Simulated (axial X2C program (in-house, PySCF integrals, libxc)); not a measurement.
# A two-component session on SeCo⁻: properties at the nuclei

Wanted for SeCo⁻: properties at the nuclei, at the two-component level.

The runs use an in-house X2C program for linear molecules on PySCF integrals; two-component X2C with atomic mean-field terms, Se dyall-acv3z, Co dyall-acv3z.

All values are calculated.

## (1) Set-up

Input file task.json:

```json
{
 "zs": [
  34,
  27
 ],
 "q": -1,
 "bas": [
  "dyall-acv3z",
  "dyall-acv3z"
 ],
 "r0": 2.1,
 "levels": [
  "PBE0",
  "HF",
  "r2SCAN",
  "PBE50",
  "BHandHLYP"
 ],
 "nst": 3
}
```

Keys: zs atomic numbers; q charge; bas basis sets; r0 starting distance in Å; levels methods (HF also brings MP2); nst determinants followed.

Command:

```bash
$ python soeom.py task.json out
```

After this run come: Expectation values, lowest determinant; Expectation values, a higher determinant; Expectation values, a higher determinant.

What does the calculation give? Wanted: lowest determinant; Eeff magnitude; Ws magnitude Se; A∥/gI Se; qzz Se; higher determinant (for each run or level that gives them).

As calculated:

| quantity | value |
| --- | --- |
| lowest determinant | Ω = 4 (excess of +ω over −ω: ω = 3/2, ω = 5/2) |
| Eeff magnitude (GV/cm), PBE0 | 1.61 |
| Ws magnitude Se (kHz), PBE0 | 0.105 |
| A∥/gI Se (MHz), PBE0 | 0.631 |
| qzz Se (a.u.), PBE0 | -0.17 |
| higher determinant | Ω = 3 (excess of +ω over −ω: 2 × ω = -1/2, ω = 3/2, ω = 5/2) |
| Eeff magnitude (GV/cm), PBE0, higher determinant | 1.84 |
| Ws magnitude Se (kHz), PBE0, higher determinant | 0.124 |
| A∥/gI Se (MHz), PBE0, higher determinant | -72.9 |
| qzz Se (a.u.), PBE0, higher determinant | 0.35 |
| higher determinant | Ω = 2 (excess of +ω over −ω: ω = 1/2, ω = 3/2) |
| Eeff magnitude (GV/cm), PBE0, higher determinant | 1.14 |
| Ws magnitude Se (kHz), PBE0, higher determinant | 0.068 |
| A∥/gI Se (MHz), PBE0, higher determinant | 64.6 |
| qzz Se (a.u.), PBE0, higher determinant | 2.35 |

In the first state, the effective field runs from 1.61 to 1.77 GV/cm over the mean-field levels. The expectation values come from single determinants, which for open shells can mix terms of unlike spin or miss the lowest Ω, so a determinant need not be a state. Eeff is the effective electric field on the electron dipole moment in this Ω state and Ws the scalar–pseudoscalar constant (defined with the proton number Z and per Ω); A∥ is the parallel hyperfine constant, which follows by multiplying with the nuclear g factor gI = μI/(I μN); qzz is the electric field gradient, eQq0 = 234.96 MHz × Q/barn × qzz. The operators were transformed with the bare-nucleus X2C matrices.
